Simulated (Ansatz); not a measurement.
**CH₅GeN (SMILES N=[CH][GeH3]): one structure at several levels**

An exercise on one series of results from a longer session: the logs are not shown, and one member is left open.

Computed with Ansatz 0.2.0, Gaussian basis. Level: single points in def2-TZVPP.

Correlated methods freeze the cores. Filled d shells of the heavier atoms are correlated.

**Starting geometry**

8 atoms, charge 0, spin multiplicity 1.

Atoms are counted from 1 here; the program's logs count them from 0.

Bond lengths: N1–C2 1.291 Å, N1–H4 1.057 Å, C2–Ge3 2.057 Å, C2–H5 1.121 Å, Ge3–H6 1.583 Å, Ge3–H7 1.599 Å, Ge3–H8 1.538 Å. Angles: C2–N1–H4 116.7°, N1–C2–Ge3 127.9°, N1–C2–H5 115.8°, Ge3–C2–H5 116.3°, C2–Ge3–H6 110.9°, C2–Ge3–H7 111.8°, C2–Ge3–H8 111.4°, H6–Ge3–H7 105.7°, H6–Ge3–H8 109.0°, H7–Ge3–H8 107.8°.

Coordinates:

```mol
CH5GeN
  3D, bonds by distance, orders not assigned

  8  7  0  0  0  0  0  0  0  0999 V2000
   -1.5327    0.5076   -1.1512 N   0  0
   -0.2906    0.6255   -0.8180 C   0  0
    0.7147   -0.3600    0.6815 Ge  0  0
   -2.1123   -0.1744   -0.5881 H   0  0
    0.3127    1.3443   -1.4304 H   0  0
    0.0361   -0.0921    2.0869 H   0  0
    0.6790   -1.9452    0.4785 H   0  0
    2.1890    0.0731    0.7460 H   0  0
  1  2  8  0
  1  4  8  0
  2  3  8  0
  2  5  8  0
  3  6  8  0
  3  7  8  0
  3  8  8  0
M  END
```

The first run:

File run/in.yaml:

```yaml
crystal:
  periodic: [false, false, false]
  atoms:
    - {symbol: N, position_ang: [-1.532700, 0.507600, -1.151200]}
    - {symbol: C, position_ang: [-0.290600, 0.625500, -0.818000]}
    - {symbol: Ge, position_ang: [0.714700, -0.360000, 0.681500]}
    - {symbol: H, position_ang: [-2.112300, -0.174400, -0.588100]}
    - {symbol: H, position_ang: [0.312700, 1.344300, -1.430400]}
    - {symbol: H, position_ang: [0.036100, -0.092100, 2.086900]}
    - {symbol: H, position_ang: [0.679000, -1.945200, 0.478500]}
    - {symbol: H, position_ang: [2.189000, 0.073100, 0.746000]}
basis:
  gaussian: {orbitals: def2-TZVPP}
correlation: {method: ccsd_t}
output: {forces: true}
```

The command line of these runs was not kept.

Steps of the session up to this table: CCSD(T)/def2-TZVPP; PBE0-D4/def2-TZVPP; wB97M-V/def2-TZVPP; r2SCAN-D4/def2-TZVPP; PBE-D4/def2-TZVPP; BHLYP-D4/def2-TZVPP; BLYP-D4/def2-TZVPP.

One table of the session follows, with a row left open; its other results are not shown here.

```
   method  RMS force component (eV/Å)  angle to CCSD(T) forces (°)  dipole (D)
  CCSD(T)                       0.495                    reference        1.45
  PBE0-D4                           ?                            ?           ?
  wB97M-V                       0.609                         30.4        1.55
r2SCAN-D4                       0.554                         31.1        1.33
   PBE-D4                       0.422                         30.2        1.24
 BHLYP-D4                       0.786                         38.6        1.63
  BLYP-D4                       0.402                         27.9        1.26
```

Estimate the missing values for PBE0-D4.

The run gave: RMS force component (eV/Å): 0.611; angle to CCSD(T) forces (°): 35.6; dipole (D): 1.44. In the column «RMS force component (eV/Å)» it lies between wB97M-V (0.609) and BHLYP-D4 (0.786).
